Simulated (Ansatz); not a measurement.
# Cl3F3HMo: the cost of one run

All numbers below are computed with Ansatz 0.2.0 (UKS PBE/def2-SVP).

### 1 The starting structure

Bond lengths: Mo1–Cl2 2.560 Å, Mo1–F3 1.770 Å, Mo1–F4 1.770 Å, Mo1–Cl5 2.310 Å, Mo1–F6 1.770 Å, Mo1–Cl7 2.310 Å. Angles (14 of 15 angles, heavy atoms first): Cl2–Mo1–F3 90.0°, Cl2–Mo1–F4 90.0°, Cl2–Mo1–Cl5 90.0°, Cl2–Mo1–F6 90.0°, Cl2–Mo1–Cl7 180.0°, F3–Mo1–F4 90.0°, F3–Mo1–Cl5 180.0°, F3–Mo1–F6 90.0°, F3–Mo1–Cl7 90.0°, F4–Mo1–Cl5 90.0°, F4–Mo1–F6 180.0°, F4–Mo1–Cl7 90.0°, Cl5–Mo1–F6 90.0°, Cl5–Mo1–Cl7 90.0°.

As a file:

```xyz
8

Mo    0.0000    0.0000    0.0000
Cl    0.0000    0.0000    2.5600
F     1.7700    0.0000    0.0000
F     0.0000    1.7700    0.0000
Cl   -2.3100    0.0000    0.0000
F     0.0000   -1.7700    0.0000
Cl    0.0000    0.0000   -2.3100
H     0.0000    0.0000    4.2300
```

### 2 Pulling towards end A

Springs on the bonds that form and break draw the guess towards this end; the thresholds are loose.

Input file input.yaml:

```yaml
crystal:
  periodic: [false, false, false]
  atoms:
    - { symbol: Mo, position_ang: [0.0, 0.0, 0.0] }
    - { symbol: Cl, position_ang: [0.0, 0.0, 2.56] }
    - { symbol: F, position_ang: [1.77, 0.0, 0.0] }
    - { symbol: F, position_ang: [0.0, 1.77, 0.0] }
    - { symbol: Cl, position_ang: [-2.31, 0.0, 0.0] }
    - { symbol: F, position_ang: [0.0, -1.77, 0.0] }
    - { symbol: Cl, position_ang: [0.0, 0.0, -2.31] }
    - { symbol: H, position_ang: [0.0, 0.0, 4.23] }
magnetization:
  spin_polarized: true
  initial_magnetization: 1
basis:
  gaussian: { orbitals: def2-SVP }
hamiltonian:
  xc: pbe
relax:
  f_tol: 0.15
  max_steps: 25
  restrain:
    - { distance: [1, 7], at: 2.57, k: 30.0 }
    - { distance: [0, 1], at: 2.31, k: 30.0 }
```

Launch:

```sh
$ ansatz run input.yaml --threads 4 --pin off --max-ram 5120MiB --backend cpu --events-out ev --progress --plain --runs-dir out
```

**Question.** How long does this run take on 4 threads of Arm Neoverse V1, shared host, and how much memory does it need?

About 73 s, with a peak of 0.41 GiB.
